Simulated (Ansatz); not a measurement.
Working through a calculation of the elastic constants of Cl, space group Cmce

Program: the Ansatz DFT code, driven from Python.

Run as a notebook:

In [1]:
```python
import ansatz as az
import numpy as np
```

In [2]:
```python
lattice = az.Lattice.of(
    (3.145, -2.25, 0.0),
    (3.145, 2.25, 0.0),
    (0.0, 0.0, 8.21),
)
sites = [
    ("Cl", (0.87, 0.13, 0.1)),
    ("Cl", (0.63, 0.37, 0.6)),
    ("Cl", (0.13, 0.87, 0.9)),
    ("Cl", (0.37, 0.63, 0.4)),
]
crystal = az.Crystal(lattice=lattice)
for symbol, position in sites:
    crystal = crystal.atom(symbol, position)

crystal.resolved().sites[-1]
```
Out [2]:
```text
Site(symbol='Cl', position=(0.37, 0.63, 0.4), moment=None, axis=None, held=None, saved=None)
```

In [3]:
```python
calculation = (
    crystal.calculation()
    .occupations("Fixed")
    .pseudopotentials("paw")
    .functional(az.Functional.PBESOL)
    .kpoints(6, 6, 4)
)
result = calculation.elastic("clamped_ion").run(threads=1)
elastic = result.elastic
```
```text
DeckWarning: basis.ecutwfc = 420 eV, auto-derived from the records' recommended cutoffs: set by Cl (normal level)
```

In [4]:
```python
print(np.array2string(np.round(elastic.c_gpa, 1) + 0.0, suppress_small=True))
print("Voigt stress of the unstrained cell (GPa, tension positive):", np.round(elastic.sigma0_gpa, 3) + 0.0)
print("smallest eigenvalue of C:", round(elastic.stability.min_eigenvalue_gpa, 1), "GPa; tensor positive definite:", elastic.stability.min_eigenvalue_gpa > 0)
# averaged moduli need a positive definite tensor
if elastic.stability.min_eigenvalue_gpa > 0:
    m = elastic.moduli
    anisotropy = 5 * m.g_voigt_gpa / m.g_reuss_gpa + m.k_voigt_gpa / m.k_reuss_gpa - 6
    print(f"Voigt K {m.k_voigt_gpa:.1f} G {m.g_voigt_gpa:.1f}; Reuss K {m.k_reuss_gpa:.1f} G {m.g_reuss_gpa:.1f}; universal anisotropy index {anisotropy:.3f}")
```
```text
[[ 7.   1.9  0.6  0.   0.   0. ]
 [ 0.6 28.9 45.6  0.   0.   0. ]
 [-1.2 45.1 97.8  0.   0.   0. ]
 [ 0.   0.   0.  48.5  0.   0. ]
 [ 0.   0.   0.   0.   4.1  0. ]
 [ 0.   0.   0.   0.   0.   3.7]]
Voigt stress of the unstrained cell (GPa, tension positive): [-0.196  1.119  1.64   0.     0.     0.   ]
smallest eigenvalue of C: 3.7 GPa; tensor positive definite: True
Voigt K 25.2 G 17.1; Reuss K 5.9 G 4.7; universal anisotropy index 16.372
```

Reading the output:
- With fixed filling the reported Fermi level is the top filled level among the k-points of the SCF.
- A positive definite tensor excludes instabilities under uniform strain alone; phonons elsewhere in the zone can still be imaginary.
- No spin polarisation was allowed.
- The cell stands under an uneven stress, so these stress-strain coefficients aren't symmetric, and eigenvalues smaller than that stress decide nothing.
- These are clamped-ion constants: where atoms have free coordinates under strain, the relaxed-ion ones can be far smaller or negative, so this tensor doesn't settle whether the crystal is stable.
- Warnings are shown shortened and without file and line.
- The constants belong to the cell that was strained; where it wasn't relaxed first it may be under stress.
- Run time: 110 s on 1 thread of Arm Neoverse V2 (shared host), peak memory 0.47 GiB.

(A comment or docstring line of the script was reworded after the run, the code is as it ran.)
